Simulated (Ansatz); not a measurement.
# CH9BSi3: the cost of one run

Method: RKS PBE/def2-SVP, in Ansatz 0.2.0.

### Step 1. Starting point

Bond lengths: C1–Si2 1.804 Å, Si2–Si3 2.028 Å, Si2–B4 2.065 Å, Si3–B4 1.976 Å, B4–Si5 1.944 Å, C1–H6 1.140 Å, C1–H7 1.128 Å, C1–H8 1.129 Å, Si2–H9 1.469 Å, Si3–H10 1.479 Å, Si3–H11 1.501 Å, Si5–H12 1.472 Å, Si5–H13 1.465 Å, Si5–H14 1.474 Å. Angles (14 of 27 angles, heavy atoms first): C1–Si2–Si3 114.0°, C1–Si2–B4 110.7°, Si3–Si2–B4 57.7°, Si2–Si3–B4 62.1°, Si2–B4–Si3 60.2°, Si2–B4–Si5 145.4°, Si3–B4–Si5 154.4°, C1–Si2–H9 121.3°, Si3–Si2–H9 120.4°, B4–Si2–H9 115.7°, Si2–C1–H6 112.4°, Si2–C1–H7 113.1°, Si2–C1–H8 112.0°, Si2–Si3–H10 119.4°.

Coordinates:

```xyz
14

C    -1.6197    1.5078    0.5025
Si   -0.8273   -0.0092    1.0740
Si    1.1533    0.1899    1.4604
B     0.6238   -0.6235   -0.2607
Si    0.9628   -1.4424   -1.9907
H    -2.4423    1.3079   -0.2611
H    -0.8959    2.2356    0.0342
H    -2.1072    2.0753    1.3481
H    -1.6037   -1.0828    1.7092
H     1.8044    1.5022    1.2536
H     1.8028   -0.8273    2.3535
H     1.7653   -2.6525   -1.7467
H     1.6887   -0.4571   -2.7967
H    -0.3178   -1.7530   -2.6509
```

### Step 2. Relaxing end A

input.yaml

```yaml
crystal:
  periodic: [false, false, false]
  atoms:
    - { symbol: C, position_ang: [-1.6197, 1.5078, 0.5025] }
    - { symbol: Si, position_ang: [-0.8273, -0.0092, 1.074] }
    - { symbol: Si, position_ang: [1.1533, 0.1899, 1.4604] }
    - { symbol: B, position_ang: [0.6238, -0.6235, -0.2607] }
    - { symbol: Si, position_ang: [0.9628, -1.4424, -1.9907] }
    - { symbol: H, position_ang: [-2.4423, 1.3079, -0.2611] }
    - { symbol: H, position_ang: [-0.8959, 2.2356, 0.0342] }
    - { symbol: H, position_ang: [-2.1072, 2.0753, 1.3481] }
    - { symbol: H, position_ang: [-1.6037, -1.0828, 1.7092] }
    - { symbol: H, position_ang: [1.8044, 1.5022, 1.2536] }
    - { symbol: H, position_ang: [1.8028, -0.8273, 2.3535] }
    - { symbol: H, position_ang: [1.7653, -2.6525, -1.7467] }
    - { symbol: H, position_ang: [1.6887, -0.4571, -2.7967] }
    - { symbol: H, position_ang: [-0.3178, -1.753, -2.6509] }
basis:
  gaussian: { orbitals: def2-SVP }
hamiltonian:
  xc: pbe
relax:
  f_tol: 0.02
  max_steps: 50
```

Command:

```bash
$ ansatz run input.yaml --threads 2 --pin off --max-ram 3072MiB --backend cpu --events-out ev --progress --plain --runs-dir out
```

What time and memory should one allow on 2 threads of Intel Xeon 6975P-C (Granite Rapids), shared host?

About 32 s, with a peak of 0.19 GiB.
